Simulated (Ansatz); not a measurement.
# C3H7ClSi: one species, many methods

The task here is to estimate one member of a computed series from the others.

Computed with Ansatz 0.2.0, Gaussian basis. Level: functionals in def2-TZVPP, the program's frozen cores in correlated methods.

Plan: PBE-D4, r2SCAN-D4, PBE0-D4, B3LYP-D4, ωB97X-V, ωB97M-V, B2PLYP; CCSD(T)/def2-TZVPP; MP2/def2-QZVPP; extrapolation to the limit.

## The geometry

All runs share one geometry, relaxed beforehand with PBE0-D4 in a triple-zeta def2 set.

SMILES `C=C([SiH3])CCl`, 12 atoms, charge 0, spin multiplicity 1.

Atoms are counted from 1 here; the program's logs count them from 0.

Bond lengths: C1–C2 1.332 Å, C1–H6 1.085 Å, C1–H7 1.088 Å, C2–Si3 1.876 Å, C2–C4 1.493 Å, Si3–H8 1.486 Å, Si3–H9 1.484 Å, Si3–H10 1.488 Å, C4–Cl5 1.794 Å, C4–H11 1.091 Å, C4–H12 1.090 Å. Angles: C2–C1–H6 121.9°, C2–C1–H7 121.7°, H6–C1–H7 116.4°, C1–C2–Si3 120.6°, C1–C2–C4 119.9°, Si3–C2–C4 119.6°, C2–Si3–H8 107.8°, C2–Si3–H9 112.0°, C2–Si3–H10 109.5°, H8–Si3–H9 109.2°, H8–Si3–H10 109.7°, H9–Si3–H10 108.6°, C2–C4–Cl5 111.5°, C2–C4–H11 111.5°, C2–C4–H12 111.9°, Cl5–C4–H11 105.5°, Cl5–C4–H12 106.9°, H11–C4–H12 109.2°.

Set-up of the first run:

The input, in.yaml:

```yaml
crystal:
  periodic: [false, false, false]
  atoms:
    - {symbol: C, position_ang: [-1.231159, 1.037734, 0.170411]}
    - {symbol: C, position_ang: [-0.187739, 0.211076, 0.131844]}
    - {symbol: Si, position_ang: [-0.056024, -1.096397, -1.206920]}
    - {symbol: C, position_ang: [0.873220, 0.303546, 1.178129]}
    - {symbol: Cl, position_ang: [2.495839, 0.538652, 0.450501]}
    - {symbol: H, position_ang: [-2.041245, 0.972418, -0.548244]}
    - {symbol: H, position_ang: [-1.318699, 1.812920, 0.928955]}
    - {symbol: H, position_ang: [-1.384771, -1.211437, -1.862572]}
    - {symbol: H, position_ang: [0.962835, -0.746074, -2.227167]}
    - {symbol: H, position_ang: [0.314860, -2.400312, -0.593697]}
    - {symbol: H, position_ang: [0.944648, -0.618296, 1.757124]}
    - {symbol: H, position_ang: [0.705236, 1.140972, 1.855534]}
basis:
  gaussian: {orbitals: def2-TZVPP}
hamiltonian: {xc: pbe, dispersion: d4}
output: {forces: true, orbitals: {seedname: orbitals}}
```

Run with:

```sh
> ansatz run in.yaml --threads 4 --pin off --events-out ev --progress --plain --max-ram 10444MiB
```

Among the steps run: PBE-D4 (GGA); r2SCAN-D4 (meta-GGA); PBE0-D4 (hybrid); B3LYP-D4 (hybrid); ωB97X-V (range-separated); ωB97M-V (range-separated); B2PLYP (double hybrid); CCSD(T) in def2-TZVPP; MP2 in def2-QZVPP.

One of the session's tables, all rows but one given; the rest of the session is left out.

| method | atomisation energy (kJ/mol) |
| --- | --- |
| PBE-D4 | 4457.3 |
| r2SCAN-D4 | 4395.4 |
| PBE0-D4 | 4403.4 |
| B3LYP-D4 | 4384.5 |
| ωB97X-V | 4396.7 |
| ωB97M-V | 4398.2 |
| B2PLYP | 4334.4 |
| HF/def2-TZVPP | 3280.6 |
| MP2/def2-TZVPP | 4329.4 |
| CCSD/def2-TZVPP | 4217.0 |
| CCSD(T)/def2-TZVPP | 4279.8 |
| MP2/CBS | ? |
| CCSD(T)/CBS | 4385.3 |

Q: Estimate the row for MP2/CBS from the others.

The run gave: atomisation energy (kJ/mol): 4434.9. In the column «atomisation energy (kJ/mol)» it lies between PBE0-D4 (4403.4) and PBE-D4 (4457.3).

Limits of these values: Free atoms (3 C, 1 Si, 1 Cl, 7 H) were run apart at each level; the atomisation energy is their sum less the molecule, without zero-point or spin-orbit terms.
